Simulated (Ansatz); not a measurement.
YZn, space group Pm-3m: an equation of state with a fit, run with the Python package of Ansatz (0.2.0).

`run_eos.py`:
```python
'''Bulk modulus of YZn from an E(V) curve.'''

import ansatz as az
import numpy as np
from pymatgen.analysis.eos import EOS

params = {
    'filling': 'Marzari-Vanderbilt',
    'cutoff_ev': 600,
    'kgrid': (7, 7, 7),
}

VECTORS = np.array([
    [3.56, 0.0, 0.0],
    [0.0, 3.56, 0.0],
    [0.0, 0.0, 3.56],
])
SITES = [
    ('Y', [0.0, 0.0, 0.0]),
    ('Zn', [0.5, 0.5, 0.5]),
]


def make_crystal(cell):
    crystal = az.Crystal(lattice=az.Lattice.of(cell))
    for symbol, position in SITES:
        crystal = crystal.atom(symbol, position)
    return crystal

# scale the volume, keep shape and fractions
volumes, energies, pressures = [], [], []
for scale in np.linspace(0.95, 1.07, 5):
    cell = VECTORS * scale ** (1 / 3)
    job = (
        make_crystal(cell).calculation()
        .functional(az.Functional.R2SCAN)
        .pseudopotentials('paw')
        .occupations(params['filling'])  # the run then minimises F = E - TS
        .basis(params['cutoff_ev'])  # cutoff of the orbital basis
        .kpoints(*params['kgrid'])
        .stress()
    )
    report = job.run(threads=1, pin='off').report
    volumes.append(abs(np.linalg.det(cell)) / len(SITES))
    energies.append(report['free_energy_ev'] / len(SITES))
    pressures.append(np.trace(report['stress_gpa']) / 3)
    print(f'V = {volumes[-1]:8.4f} A^3/atom  F = {energies[-1]:.5f} eV/atom  P = {pressures[-1]:8.3f} GPa')

for form in ['birch_murnaghan', 'murnaghan']:
    fit = EOS(eos_name=form).fit(volumes, energies)
    print(f'{form:18s} V0 {fit.v0:8.4f} A^3/atom  B0 {fit.b0_GPa:7.1f} GPa  B1 {fit.b1:5.2f}')
```

Estimate the equilibrium volume and the bulk modulus.

A third-order Birch-Murnaghan fit through the 5 points has its minimum at 22.62 Å³ an atom, 0.2 % above the typed cell, with a bulk modulus of 67 GPa and dB/dP = 4.0. From that minimum the energy rises by 14.1 meV an atom on the compressed side and 19.2 meV on the expanded side.

The run itself:

```console
$ python run_eos.py
V =  21.4311 A^3/atom  F = -3593.09013 eV/atom  P =    3.996 GPa
V =  22.1078 A^3/atom  F = -3593.10179 eV/atom  P =    1.587 GPa
V =  22.7846 A^3/atom  F = -3593.10400 eV/atom  P =   -0.491 GPa
V =  23.4614 A^3/atom  F = -3593.09805 eV/atom  P =   -2.279 GPa
V =  24.1381 A^3/atom  F = -3593.08509 eV/atom  P =   -3.816 GPa
birch_murnaghan    V0  22.6152 A^3/atom  B0    66.8 GPa  B1  4.01
murnaghan          V0  22.6151 A^3/atom  B0    66.7 GPa  B1  4.03
```

Notes:
- Absolute energies stand on the zero of these potentials, so only differences at equal settings mean something.
- The mesh is modest for a metal, so energies can be off by several to tens of meV an atom and pressures by half a GPa or more; differences at equal mesh fare better.
- Pressure is positive in compression.
- The starting cell is as deposited in a crystallographic database; the results hold for this polymorph, which needn't be the stable one.
- Run time: 19 s on 1 thread of Arm Neoverse V1, on a shared host, peak memory 0.59 GiB.

(Lines on the test bed's own set-up are left out of the output.)
